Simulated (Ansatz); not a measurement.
**AsH₃O (singlet): from Hartree-Fock to the top rungs, cc-pVDZ**

One table from this session's results is given with a row withheld; the runs are named, their logs left out.

The runs use Ansatz 0.2.0, Gaussian basis; cc-pVDZ, core rule «outside noble gas», up to 15 orbitals frozen.

To be run: UHF; CCSD(T) on RHF; BCCD(T) on RHF; CISD; CCSDT(Q) on RHF.

16 further runs of the same task are left out: 5 for a known fault of the program, 4 that didn't finish, 7 set aside as unsound or not needed.

## What is computed

The geometry is a PBE0/def2-TZVP stationary point (not a proven minimum). No spin-orbit coupling is included. The filled d shell of As may be among the frozen orbitals whatever the setting's name suggests; the logs give the count.

5 atoms, charge 0, spin multiplicity 1.

Atoms are counted from 1 here; the program's logs count them from 0.

Bond lengths: O1–As2 1.802 Å, O1–H3 0.960 Å, As2–H4 1.528 Å, As2–H5 1.528 Å. Angles: As2–O1–H3 107.7°, O1–As2–H4 95.9°, O1–As2–H5 95.9°, H4–As2–H5 91.3°.

Set-up of the first run:

Contents of in.yaml:

```yaml
crystal:
  periodic: [false, false, false]
  atoms:
    - {symbol: O, position_ang: [0.000000, 0.168214, 1.466234]}
    - {symbol: As, position_ang: [0.000000, -0.052729, -0.321929]}
    - {symbol: H, position_ang: [0.000000, -0.703437, 1.868656]}
    - {symbol: H, position_ang: [1.092352, 0.976364, -0.606637]}
    - {symbol: H, position_ang: [-1.092352, 0.976364, -0.606637]}
basis:
  gaussian: {orbitals: cc-pVDZ}
magnetization: {spin_polarized: true, initial_magnetization: 0}
hamiltonian: {xc: hf}
output: {orbitals: {seedname: orbitals}}
```

The run is started by

```sh
$ ansatz run in.yaml --threads 1 --pin off --events-out ev --progress --plain --max-ram 2393MiB
```

Among the steps run: UHF; CCSD(T) on RHF; BCCD(T) on RHF; CISD; CCSDT(Q) on RHF.

One of the session's tables, all rows but one given; the rest of the session is left out.

```
   method  from RCCSDT(Q) (kcal/mol)
      RHF                    +214.13
     RMP2                          ?
     CISD                     +23.81
    RCCSD                      +5.70
 RCCSD(T)                      +0.94
  BCCD(T)                      +0.90
   RCCSDT                      +0.54
RCCSDT(Q)                          0
```

Q: Estimate the row for RMP2 from the others.

The run gave: from RCCSDT(Q) (kcal/mol): +21.98. In the column «from RCCSDT(Q) (kcal/mol)» it lies between RCCSD (+5.70) and CISD (+23.81).

With the free atoms at the same levels and basis (separate runs), the atomisation energy is 12.556 eV at RCCSDT(Q), 12.527 eV at RCCSD(T), 8.398 eV at RHF.
